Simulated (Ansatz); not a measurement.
# CH₄ClGe+ (SMILES Cl[CH+][GeH3]): one structure at several levels

The atoms stand at a structure displaced at random from a GFN2-xTB minimum. How far do the functionals agree with CCSD(T) there?

Method: single points in def2-TZVPP; program: Ansatz 0.2.0, Gaussian basis.

Cores are frozen in the correlated methods. Filled d shells of the heavier atoms are correlated.

**1. The system as given**

SMILES `Cl[CH+][GeH3]`, 7 atoms, charge 1, spin multiplicity 1.

Atoms are counted from 1 here; the program's logs count them from 0.

Bond lengths: Cl1–C2 1.606 Å, C2–Ge3 1.926 Å, C2–H4 1.115 Å, Ge3–H5 1.479 Å, Ge3–H6 1.475 Å, Ge3–H7 1.493 Å. Angles: Cl1–C2–Ge3 124.4°, Cl1–C2–H4 113.4°, Ge3–C2–H4 122.1°, C2–Ge3–H5 102.1°, C2–Ge3–H6 109.6°, C2–Ge3–H7 103.0°, H5–Ge3–H6 115.7°, H5–Ge3–H7 107.8°, H6–Ge3–H7 117.0°.

Geometry (Å):

```xyz
7
CH4ClGe
Cl   -1.53150   -1.54150    0.83610
C    -0.25130   -1.00360    0.02880
Ge    0.27480    0.84660   -0.07060
H     0.33990   -1.81500   -0.45520
H     0.35550    1.06680   -1.53100
H    -0.70710    1.67960    0.64830
H     1.66860    0.82800    0.46500
```

**2. CCSD(T)/def2-TZVPP**

run/in.yaml reads:

```yaml
crystal:
  periodic: [false, false, false]
  atoms:
    - {symbol: Cl, position_ang: [-1.531500, -1.541500, 0.836100]}
    - {symbol: C, position_ang: [-0.251300, -1.003600, 0.028800]}
    - {symbol: Ge, position_ang: [0.274800, 0.846600, -0.070600]}
    - {symbol: H, position_ang: [0.339900, -1.815000, -0.455200]}
    - {symbol: H, position_ang: [0.355500, 1.066800, -1.531000]}
    - {symbol: H, position_ang: [-0.707100, 1.679600, 0.648300]}
    - {symbol: H, position_ang: [1.668600, 0.828000, 0.465000]}
basis:
  gaussian: {orbitals: def2-TZVPP}
total_charge: 1
correlation: {method: ccsd_t}
output: {forces: true}
```

No record of the launch command was kept for these runs.

**3. PBE0-D4/def2-TZVPP**

Edit run/in.yaml of step 2 so:

```diff
@@ -13,3 +13,3 @@
 total_charge: 1
-correlation: {method: ccsd_t}
-output: {forces: true}
+hamiltonian: {xc: pbe0, dispersion: d4}
+output: {forces: true, orbitals: {seedname: orbitals}}
```

**4. wB97M-V/def2-TZVPP**

Edit run/in.yaml of step 3 so:

```diff
@@ -13,3 +13,3 @@
 total_charge: 1
-hamiltonian: {xc: pbe0, dispersion: d4}
-output: {forces: true, orbitals: {seedname: orbitals}}
+hamiltonian: {xc: {name: wB97M-V}}
+output: {forces: true}
```

**5. r2SCAN-D4/def2-TZVPP**

Edit run/in.yaml of step 4 so:

```diff
@@ -13,3 +13,3 @@
 total_charge: 1
-hamiltonian: {xc: {name: wB97M-V}}
+hamiltonian: {xc: r2scan, dispersion: d4}
 output: {forces: true}
```

**6. PBE-D4/def2-TZVPP**

Edit run/in.yaml of step 5 so:

```diff
@@ -13,3 +13,3 @@
 total_charge: 1
-hamiltonian: {xc: r2scan, dispersion: d4}
+hamiltonian: {xc: pbe, dispersion: d4}
 output: {forces: true}
```

**7. r2SCANh-D4/def2-TZVPP**

Edit run/in.yaml of step 6 so:

```diff
@@ -13,3 +13,3 @@
 total_charge: 1
-hamiltonian: {xc: pbe, dispersion: d4}
+hamiltonian: {xc: {name: r2SCANh}, dispersion: d4}
 output: {forces: true}
```

**8. r2SCAN0-D4/def2-TZVPP**

Edit run/in.yaml of step 7 so:

```diff
@@ -13,3 +13,3 @@
 total_charge: 1
-hamiltonian: {xc: {name: r2SCANh}, dispersion: d4}
+hamiltonian: {xc: {name: r2SCAN0}, dispersion: d4}
 output: {forces: true}
```

(Steps that only read results are left out.)

Q: Predict the outcome of this session. Wanted: energy less free atoms, CCSD(T)/def2-TZVPP; RMS force component; RMS force error; HOMO and LUMO, PBE0-D4; T1 diagnostic.

**Answer**, as computed:

| quantity | value |
| --- | --- |
| energy less free atoms, CCSD(T)/def2-TZVPP | -1139.7 kJ/mol |
| RMS force component | 0.468 to 0.566 eV/Å over the methods |
| RMS force error | PBE0-D4 0.155, wB97M-V 0.089, r2SCAN-D4 0.189, PBE-D4 0.275, r2SCANh-D4 0.154, r2SCAN0-D4 0.151 eV/Å |
| HOMO and LUMO, PBE0-D4 | -14.94 and -10.13 eV |
| T1 diagnostic | 0.019 |

**Reading.** Against CCSD(T) the functionals' energies less atoms differ by -67.1 to -8.9 kJ/mol, PBE-D4 by -67.1 kJ/mol. The reference is not at the basis limit: in triple zeta CCSD(T) underbinds, which counts against methods that bind more; the gaps are no ranking. For forces wB97M-V does best and PBE-D4 worst. Frozen-core CCSD(T) forces in triple zeta carry basis errors of their own, and this is one geometry, so small gaps rank nothing.
